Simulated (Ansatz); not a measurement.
**One shape, several levels: GeH2S (SMILES [SH][GeH])**

Aim: a comparison of 6 runs (UHF/STO-3G, BHLYP/STO-3G, PBE0/STO-3G, UPBE/STO-3G, r2SCAN/STO-3G, UMP2/STO-3G) of GeH2S. 

Program for the calculation: Ansatz 0.2.0.

51 further runs of the same task are left out: 3 that didn't finish, 48 set aside as unsound or not needed.

**1. Starting point**

The species is GeH2S (4 atoms), meant as a singlet with charge 0. As SMILES, `[SH][GeH]`. The H3–S1 distance was set to 2.684 Å, away from the relaxed value. At this shape a bond of the SMILES string is far longer than usual.

Bond lengths: S1–Ge2 2.225 Å, Ge2–H4 1.595 Å. Angles: S1–Ge2–H4 93.7°.

**2. A single-point energy at UHF/STO-3G (run 1)**

job.yaml

```yaml
basis:
  gaussian:
    orbitals: STO-3G
crystal:
  periodic: [false, false, false]
  atoms:
    - symbol: S
      position_ang: [-1.665826, -1.441505, -0.227811]
    - symbol: Ge
      position_ang: [-2.064226, 0.498195, -1.243111]
    - symbol: H
      position_ang: [0.779200, -0.962100, 0.771200]
    - symbol: H
      position_ang: [-0.661326, 1.126195, -0.818911]
magnetization:
  spin_polarized: true
hamiltonian:
  xc: hf
accuracy: high
```

On the command line:

```sh
$ ansatz run job.yaml --threads 1 --pin off --max-ram 2610MiB --events-out events.jsonl --progress --plain --runs-dir runs
```

Output:

```text
Warning: RAYON_NUM_THREADS=1 ignored (pool sized by the plan → 1); use --threads N
Functional definition: HF
  name "HF"
  exchange = exact_x
  correlation = 0
419 factors; integrals over basis functions are off by at most 1.3e-8 eV
mean field evaluation 1: about -66550.9912 eV, gradient 1.1e1 eV
mean field evaluation 2: about -66551.0151 eV, gradient 1.1e1 eV
mean field evaluation 4: about -66552.7168 eV, gradient 2.1e0 eV
mean field evaluation 8: about -66552.8559 eV, gradient 3.8e-3 eV
mean field evaluation 16: about -66552.8550 eV, gradient 2.0e-3 eV
mean field evaluation 32: about -66553.6891 eV, gradient 5.2e0 eV
mean field evaluation 64: about -66551.7425 eV, gradient 1.0e1 eV
mean field evaluation 96: about -66556.4590 eV, gradient 2.6e0 eV
mean field evaluation 128: about -66555.3186 eV, gradient 2.9e0 eV
mean field evaluation 160: about -66557.0578 eV, gradient 2.9e-1 eV
mean field evaluation 192: about -66552.7847 eV, gradient 1.3e0 eV
mean field evaluation 224: about -66554.3281 eV, gradient 6.1e0 eV
mean field -66557.07493300 eV, -2445.9273897821 hartree, gradient 2.9e-8 eV, S^2 0.986523; 8 other end points of the search recorded, 0 dependent functions left out
reference -66557.07493300 eV, -2445.9273897821 hartree; 25, 25 occupied and 4, 4 virtual orbitals, 419 factors
Total energy: -66557.07493300 eV, -2445.9273897821 hartree
```

Wall time 1.2 s (1 thread of Arm Neoverse V1, shared host).

**3. A single-point energy at BHLYP/STO-3G (run 2)**

molecule.yaml

```yaml
basis:
  gaussian:
    orbitals: STO-3G
crystal:
  periodic: [false, false, false]
  atoms:
    - {symbol: S, position_ang: [-1.665826, -1.441505, -0.227811]}
    - {symbol: Ge, position_ang: [-2.064226, 0.498195, -1.243111]}
    - {symbol: H, position_ang: [0.779200, -0.962100, 0.771200]}
    - {symbol: H, position_ang: [-0.661326, 1.126195, -0.818911]}
magnetization:
  spin_polarized: false
  initial_magnetization: 0
hamiltonian:
  xc: {name: BHLYP}
accuracy: high
```

On the command line:

```sh
$ ansatz run molecule.yaml --threads 1 --pin off --max-ram 2610MiB --events-out events.jsonl --progress --plain --runs-dir runs
```

Output:

```text
Warning: RAYON_NUM_THREADS=1 ignored (pool sized by the plan → 1); use --threads N
Functional definition: BHLYP
  name "BHLYP"
  parameter a = 0.5
  exchange = (1 - a)*b88_x + a*exact_x
  correlation = lyp_c
419 factors; integrals over basis functions are off by at most 1.3e-8 eV
mean field evaluation 1: about -66605.9920 eV, gradient 1.9e1 eV
mean field evaluation 2: about -66603.0370 eV, gradient 2.2e1 eV
mean field evaluation 4: about -66608.6394 eV, gradient 2.2e0 eV
mean field evaluation 8: about -66608.6878 eV, gradient 1.3e-1 eV
mean field evaluation 16: about -66608.6880 eV, gradient 6.7e-6 eV
mean field -66608.68797504 eV, -2447.8241340924 hartree, gradient 2.2e-8 eV, S^2 0.000000; 0 other end points of the search recorded, 0 dependent functions left out
reference -66608.68799470 eV, -2447.8241348151 hartree; 25, 25 occupied and 4, 4 virtual orbitals, 419 factors
Total energy: -66608.68799470 eV, -2447.8241348151 hartree
```

Run time: 1.5 s. Hardware: 1 thread of Arm Neoverse V1, shared host; peak memory 0.098 GiB.

Runs 3 to 5 aren't shown in full; the table further down has their settings and results.

**4. The energy at UMP2/STO-3G (run 6)**

run.yaml

```yaml
crystal:
  periodic: [false, false, false]
  atoms:
    - {symbol: S, position_ang: [-1.665826, -1.441505, -0.227811]}
    - {symbol: Ge, position_ang: [-2.064226, 0.498195, -1.243111]}
    - {symbol: H, position_ang: [0.779200, -0.962100, 0.771200]}
    - {symbol: H, position_ang: [-0.661326, 1.126195, -0.818911]}
basis:
  gaussian: {orbitals: STO-3G}
total_charge: 0
magnetization: {spin_polarized: true, initial_magnetization: 0}
correlation: {method: mp2, frozen_orbitals: {Ge: 9, H: 0, S: 5}}
accuracy: high
```

On the command line:

```sh
$ ansatz run run.yaml --threads 1 --pin off --max-ram 2610MiB --events-out events.jsonl --progress --plain --runs-dir runs
```

Output, cut to the lines that bear on the results:

```text
Warning: RAYON_NUM_THREADS=1 ignored (pool sized by the plan → 1); use --threads N
[... 2 set-up lines as earlier in the session ...]
[...]
419 factors; integrals over basis functions are off by at most 1.3e-8 eV
[...]
mean field -66557.07493300 eV, -2445.9273897821 hartree, gradient 2.9e-8 eV, S^2 0.986523; 14 other end points of the search recorded, 0 dependent functions left out
14 core orbitals not correlated: weight in the atoms' cores, before any rotation towards them, 1.000 or more for the frozen orbitals, at most 0.000 for the correlated occupied ones
reference -66557.07493300 eV, -2445.9273897821 hartree; 11, 11 occupied and 4, 4 virtual orbitals, 419 factors
second order -1.23166279 eV of doubles, -0.00000000 eV of singles
Total energy: -66558.30659579 eV, -2445.9726525547 hartree
```

Run time: 1.3 s. Hardware: 1 thread of Arm Neoverse V1, shared host.

**5. The series**

```
run          level  frozen core orbitals   energy (Eh)  wall time
  1     UHF/STO-3G                     –  -2445.927390      1.2 s
  2   BHLYP/STO-3G                     –  -2447.824135      1.5 s
  3    PBE0/STO-3G                     –  -2447.429956      1.6 s
  4    UPBE/STO-3G                     –  -2447.267864      9.6 s
  5  r2SCAN/STO-3G                     –  -2447.852618      7.2 s
  6    UMP2/STO-3G                    14  -2445.972653      1.3 s
```

**6. What came out**

| quantity | value |
| --- | --- |
| run 6: total energy | -2445.97265 Eh |
| run 6: correlation energy (14 core orbitals frozen) | -45.3 mEh |
| run 6: ⟨S²⟩ of the reference determinant | 0.987 |

Totals of different functionals can't be ranked against each other. In runs 1, 2, 3, 4, 5, 6 the basis is minimal, so the values are rough. In runs 2, 3, 5 a closed-shell determinant meets a far-stretched bond, which it describes badly. Spin contamination of the reference: run 1 ⟨S²⟩ = 0.99, run 6 ⟨S²⟩ = 0.99, run 4 ⟨S²⟩ = 0.90. Where it is this large, the reference is a mixture of spin states, and values that rest on it are in doubt. All runs together took 22 s, the longest 9.6 s.
